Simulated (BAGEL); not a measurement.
**CHFNSi (SMILES N#C[SiH]F): CASCI(8 orbitals)/cc-pV(D+d)Z (DKH2, density fitting with tzvpp-jkfit, 4 roots)**

What is the energy difference between two shapes of CHFNSi at CASCI(8 orbitals)/cc-pV(D+d)Z (DKH2, density fitting with tzvpp-jkfit, 4 roots)? 

The calculation is run with BAGEL 1.2.2.

4 further runs of the same task are left out: 3 that didn't finish, 1 set aside as unsound or not needed.

## (1) The system as given

CHFNSi: 5 atoms, total charge 0, spin state doublet. SMILES: `N#C[SiH]F`. Geometry: relaxed at PBE0-D4/def2-TZVP.

Bond lengths: N1–C2 1.154 Å, C2–Si3 1.837 Å, Si3–F4 1.591 Å, Si3–H5 1.482 Å. Angles: N1–C2–Si3 173.9°, C2–Si3–F4 108.1°, C2–Si3–H5 109.3°, F4–Si3–H5 109.8°.

## (2) A single-point energy at CASCI(8 orbitals)/cc-pV(D+d)Z (DKH2, density fitting with tzvpp-jkfit, 4 roots)

input.json

```json
{ "bagel" : [

{
  "title" : "molecule",
  "basis" : "cc-pv_d+d_z.json",
  "df_basis" : "tzvpp-jkfit",
  "dkh" : "true",
  "finite_nucleus" : "true",
  "geometry" : [
    { "atom" : "N", "xyz" : [  2.54621698, -2.19964121,  2.62917596 ] },
    { "atom" : "C", "xyz" : [  1.34888651, -1.11493841,  1.16444924 ] },
    { "atom" : "Si", "xyz" : [ -0.27608899,  0.56238249, -1.40501137 ] },
    { "atom" : "F", "xyz" : [ -3.00523146, -0.65592394, -1.73420166 ] },
    { "atom" : "H", "xyz" : [ -0.51948571,  3.26922620, -0.73245785 ] }
  ]
},
{ "title" : "hf", "charge" : 1 },
{ "title" : "fci", "nstate" : 4, "ncore" : 15, "nspin" : 1, "norb" : 8, "dipoles" : "true" }

]}
```

The basis set cc-pV(D+d)Z is read from a file made from the Basis Set Exchange's data (not shown).

The run is started by

```
BAGEL_NUM_THREADS=1 BAGEL input.json > input.out
```

Output:

```text
* using 1 threads per process

  ===============================================================
  ===============================================================

  *** Geometry ***

  { "atom" : "N", "xyz" : [      2.546217,     -2.199641,      2.629176 ] },
  { "atom" : "C", "xyz" : [      1.348887,     -1.114938,      1.164449 ] },
  { "atom" : "Si", "xyz" : [     -0.276089,      0.562382,     -1.405011 ] },
  { "atom" : "F", "xyz" : [     -3.005231,     -0.655924,     -1.734202 ] },
  { "atom" : "H", "xyz" : [     -0.519486,      3.269226,     -0.732458 ] },

  Number of auxiliary basis functions:      375

  Since a DF basis is specified, we compute 2- and 3-index integrals:
    o Being stored without compression. Storage requirement is 0.015 GB

  Number of basis functions:       70
  Number of electrons      :       37

    * METHOD: MOLECULE                             0.12

  *** RHF ***

  === Nuclear Repulsion ===
   130.7648012998

      * DIIS with orbital gradients will be used.

[... 6 lines left out ...]
    * SCF iteration converged.
[... 1 line left out ...]
    * Permanent dipole moment:
[... 92 lines left out ...]
     * ci vector, state   0, <S^2> = 0.7500
[... 3 lines left out ...]
     * ci vector, state   1, <S^2> = 0.7500
[... 6 lines left out ...]
     * ci vector, state   2, <S^2> = 0.7500
[... 23 lines left out ...]
     * ci vector, state   3, <S^2> = 0.7500
       2a22....     0.6858848107
       222..a..     0.3393812551
       2a2ba...     0.2522598951
       2a2b.a..     0.2494594313
       2a2b...a     0.2421751714
       2a2a.b..     0.2250932734
       2a2b..a.     0.1767782656
       2a2a...b     0.1625384638
       2a2a..b.     0.1559923503
       2a2ab...     0.1305980022
       2b2aa...     0.1216618929
       2b2a...a     0.0796367076
       2.22a...    -0.0759357346
       22aba...     0.0756659235
       22baa...     0.0596872661
       22ab...a     0.0509918915

    * Permanent dipole moment: state 0
           (    0.236027,    -0.767093,     0.259843) a.u.

    * Permanent dipole moment: state 1
           (    0.127320,    -0.908104,     1.263153) a.u.

    * Permanent dipole moment: state 2
           (   -0.194553,    -0.471679,     0.156540) a.u.

    * Permanent dipole moment: state 3
           (   -0.366555,    -0.247835,    -0.516074) a.u.

    * Permanent dipole moment: states 1 0
           (    0.427586,     0.221596,     0.373523) a.u.

    * Permanent dipole moment: states 2 0
           (   -0.000409,     0.441920,    -0.238645) a.u.

    * Permanent dipole moment: states 2 1
           (    0.202561,    -0.124466,     0.218222) a.u.

    * Permanent dipole moment: states 3 0
           (   -0.201069,     0.337419,    -0.187047) a.u.

    * Permanent dipole moment: states 3 1
           (    0.050521,    -0.116735,     0.082867) a.u.

    * Permanent dipole moment: states 3 2
           (    0.073822,    -0.181384,     0.351326) a.u.

    * METHOD: FCI                                  0.33

  ===============================================================
```

It took 1.5 s on 1 thread of Intel Xeon Platinum 8488C (Sapphire Rapids), shared host; peak memory 0.079 GiB.

The roots found:

| excited state | energy (eV) |
| --- | --- |
| 1 | 4.808 |
| 2 | 5.985 |
| 3 | 6.424 |

## (3) The distorted shape

input.json

```json
{ "bagel": [

{
  "title": "molecule",
  "basis": "cc-pv_d+d_z.json",
  "df_basis": "tzvpp-jkfit",
  "dkh": true,
  "finite_nucleus": true,
  "geometry": [
    { "atom": "N", "xyz": [  2.42408020, -2.10578796,  2.54945975 ] },
    { "atom": "C", "xyz": [  1.21230088, -1.20261415,  1.25658472 ] },
    { "atom": "Si", "xyz": [ -0.01969851,  0.20292068, -1.48451026 ] },
    { "atom": "F", "xyz": [ -3.20759467, -0.65542505, -1.57928948 ] },
    { "atom": "H", "xyz": [ -0.66808999,  2.94037417, -0.46043555 ] }
  ]
},
{ "title": "hf", "charge": 1 },
{ "title": "fci", "nstate": 4, "ncore": 15, "nspin": 1, "norb": 8, "dipoles": true }

]}
```

The basis set cc-pV(D+d)Z is read from a file made from the Basis Set Exchange's data (not shown).

The run is started by

```
BAGEL_NUM_THREADS=1 BAGEL input.json > input.out
```

Output:

```text
* using 1 threads per process

  ===============================================================
  ===============================================================

  *** Geometry ***

  { "atom" : "N", "xyz" : [      2.424080,     -2.105788,      2.549460 ] },
  { "atom" : "C", "xyz" : [      1.212301,     -1.202614,      1.256585 ] },
  { "atom" : "Si", "xyz" : [     -0.019699,      0.202921,     -1.484510 ] },
  { "atom" : "F", "xyz" : [     -3.207595,     -0.655425,     -1.579289 ] },
  { "atom" : "H", "xyz" : [     -0.668090,      2.940374,     -0.460436 ] },

  Number of auxiliary basis functions:      375

  Since a DF basis is specified, we compute 2- and 3-index integrals:
    o Being stored without compression. Storage requirement is 0.015 GB

  Number of basis functions:       70
  Number of electrons      :       37

    * METHOD: MOLECULE                             0.12

  *** RHF ***

  === Nuclear Repulsion ===
   131.2550899058

      * DIIS with orbital gradients will be used.

[... 6 lines left out ...]
    * SCF iteration converged.
[... 1 line left out ...]
    * Permanent dipole moment:
[... 38 lines left out ...]
     * ci vector, state   0, <S^2> = 0.7500
[... 3 lines left out ...]
     * ci vector, state   1, <S^2> = 0.7500
[... 4 lines left out ...]
     * ci vector, state   2, <S^2> = 0.7500
[... 18 lines left out ...]
     * ci vector, state   3, <S^2> = 0.7500
       222..a..     0.7320453536
       2a22....    -0.4961437067
       a222....     0.1849415368
       2a2b..a.     0.1743139794
       22a2....    -0.1339296047
       2a2b.a..    -0.1194302629
       2a2a..b.     0.1194200815
       22ab..a.     0.1150427717
       222...a.    -0.0860366765
       2a2a.b..    -0.0815376190
       2a2b...a     0.0742535750
       22aa..b.     0.0627752806
       a22b..a.    -0.0622563877
       2a2ba...     0.0591177482
       22ab.a..    -0.0585559159
       b22a..a.    -0.0577261265
       2b2a..a.     0.0548938980
       22ba..a.     0.0522674910

    * Permanent dipole moment: state 0
           (   -0.317534,    -0.511189,     0.410437) a.u.

    * Permanent dipole moment: state 1
           (   -0.332693,    -0.656035,     1.046800) a.u.

    * Permanent dipole moment: state 2
           (   -0.191525,    -0.657797,    -0.988024) a.u.

    * Permanent dipole moment: state 3
           (   -0.640909,    -0.122675,    -0.091742) a.u.

    * Permanent dipole moment: states 1 0
           (   -0.456319,    -0.574504,    -0.281098) a.u.

    * Permanent dipole moment: states 2 0
           (    0.027891,    -0.244183,    -0.275778) a.u.

    * Permanent dipole moment: states 2 1
           (    0.015260,     0.053747,     0.341659) a.u.

    * Permanent dipole moment: states 3 0
           (   -0.215924,     0.571470,    -0.217739) a.u.

    * Permanent dipole moment: states 3 1
           (    0.000954,     0.100945,     0.014287) a.u.

    * Permanent dipole moment: states 3 2
           (    0.087696,    -0.083544,     0.047074) a.u.

    * METHOD: FCI                                  0.25

  ===============================================================
```

Run time: 1.5 s. Hardware: 1 thread of Intel Xeon Platinum 8488C (Sapphire Rapids), shared host; peak memory 0.079 GiB.

The roots found:

| excited state | energy (eV) |
| --- | --- |
| 1 | 5.348 |
| 2 | 6.072 |
| 3 | 6.647 |

## (4) Results

Level: CASCI(8 orbitals)/cc-pV(D+d)Z (DKH2, density fitting with tzvpp-jkfit, 4 roots), 15 inactive orbitals.

| quantity | value |
| --- | --- |
| first shape: energy of the lowest of 4 roots | -480.45211 Eh |
| first shape: dipole moment (lowest root) | 2.14 D |
| first shape: lowest excitation energy | 4.81 eV |
| distorted shape: energy of the lowest of 4 roots | -480.38791 Eh |
| distorted shape: dipole moment (lowest root) | 1.85 D |
| distorted shape: lowest excitation energy | 5.35 eV |
| energy change with the atoms displaced | 1.747 eV |

With the atoms displaced the energy rises by 1.75 eV (40 kcal/mol). The first shape isn't relaxed at this level, so the change isn't measured from a minimum.
